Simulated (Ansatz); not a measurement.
# YAu (Pm-3m): equation of state with a fit in Python

Where is the equilibrium volume of YAu (Pm-3m), and how stiff is it? Aim: an equation of state with a fit, for YAu (Pm-3m), run from a script.

All numbers are computed with Ansatz 0.2.0 through its Python package. Level of theory: DFT PBEsol, plane waves, PAW.

## (1) Starting point

It takes space group Pm-3m (No. 221, cubic). The conventional cell has a = 3.559 Å, b = 3.559 Å, c = 3.559 Å, α = 90.00°, β = 90.00°, γ = 90.00°. Y (site symmetry m-3m) has 8 Au at 3.08 Å as nearest neighbours. Around Au (site symmetry m-3m) lie 8 Y at 3.08 Å.

The script holds or builds the structure itself.

## (2) The script

File yau_eos.py:

```python
"""Energy against volume for YAu, with a fit."""

import ansatz
import numpy as np

vectors0 = np.array([
    [3.559, 0.0, 0.0],
    [0.0, 3.559, 0.0],
    [0.0, 0.0, 3.559],
])
sites = [
    ("Y", [0.5, 0.5, 0.5]),
    ("Au", [0.0, 0.0, 0.0]),
]


def make_crystal(cell):
    crystal = ansatz.Crystal(lattice=ansatz.Lattice.of(cell))
    for symbol, position in sites:
        crystal = crystal.atom(symbol, position)
    return crystal

# uniform scaling of the cell
volumes, energies = [], []
for scale in np.linspace(0.88, 1.12, 7):
    cell = vectors0 * scale ** (1 / 3)
    model = (
        make_crystal(cell).calculation()
        .functional(ansatz.Functional.PBESOL)
        .basis(420)
        .occupations(ansatz.OccupationsMethod.COLD, width=0.1)
        .kpoints(8, 8, 8)
    )
    report = model.run().report
    volumes.append(abs(np.linalg.det(cell)) / len(sites))
    energies.append(report["free_energy_ev"] / len(sites))
    print(f"V = {volumes[-1]:8.4f} A^3/atom  F = {energies[-1]:.5f} eV/atom")

# third-order Birch-Murnaghan: a cubic in V^(-2/3)
x = np.array(volumes) ** (-2 / 3)
poly = np.polynomial.Polynomial.fit(x, energies, 3).convert()
roots = poly.deriv().roots()
x0 = min((r.real for r in roots if abs(r.imag) < 1e-9 and poly.deriv(2)(r.real) > 0), key=lambda r: abs(r - x.mean()))
v0 = x0 ** -1.5
b0 = 4 / 9 * poly.deriv(2)(x0) * v0 ** (-7 / 3) * 160.21766
b1 = 4 + 2 / 3 * x0 * poly.deriv(3)(x0) / poly.deriv(2)(x0)
print(f"V0 = {v0:.4f} A^3/atom, B0 = {b0:.1f} GPa, dB/dP = {b1:.2f}")
```

## (3) The calls as engine input

The package turns the script's settings into the engine's input (first run):

```yaml
crystal:
  lattice:
    - [3.41053265425729, 0.0, 0.0]
    - [0.0, 3.41053265425729, 0.0]
    - [0.0, 0.0, 3.41053265425729]
  atoms:
    - { symbol: "Y", position: [0.5, 0.5, 0.5] }
    - { symbol: Au, position: [0.0, 0.0, 0.0] }
basis:
  ecutwfc: 420.0
kpoints:
  mp_grid:
    grid: [8, 8, 8]
hamiltonian:
  xc: pbesol
scf:
  occupations:
    method: cold
    width: 0.1
```

## (4) Launch

Run with:

```sh
$ python yau_eos.py
```

**Question.** Estimate the equilibrium volume and the bulk modulus.

The runs gave:

| quantity | value |
| --- | --- |
| runs compared | 7 |
| range of energy | 100.66 meV/atom |
| lowest point, volume (Å³/atom) | 22.540 |
| equilibrium volume (fit) | 22.32 Å³/atom |
| bulk modulus (fit) | 95 GPa |

**Reading.** A third-order Birch-Murnaghan fit through the 7 points has its minimum at 22.32 Å³ an atom, 1.0 % below the typed cell, with a bulk modulus of 95 GPa and dB/dP = 4.4. From that minimum the energy rises by 101.3 meV an atom on the compressed side and 91.3 meV on the expanded side. What to keep in mind:
- The mesh is modest for a metal, so energies can be off by several to tens of meV an atom and pressures by half a GPa or more; differences at equal mesh fare better.
- Spin-orbit coupling, which matters for elements this heavy, is left out.
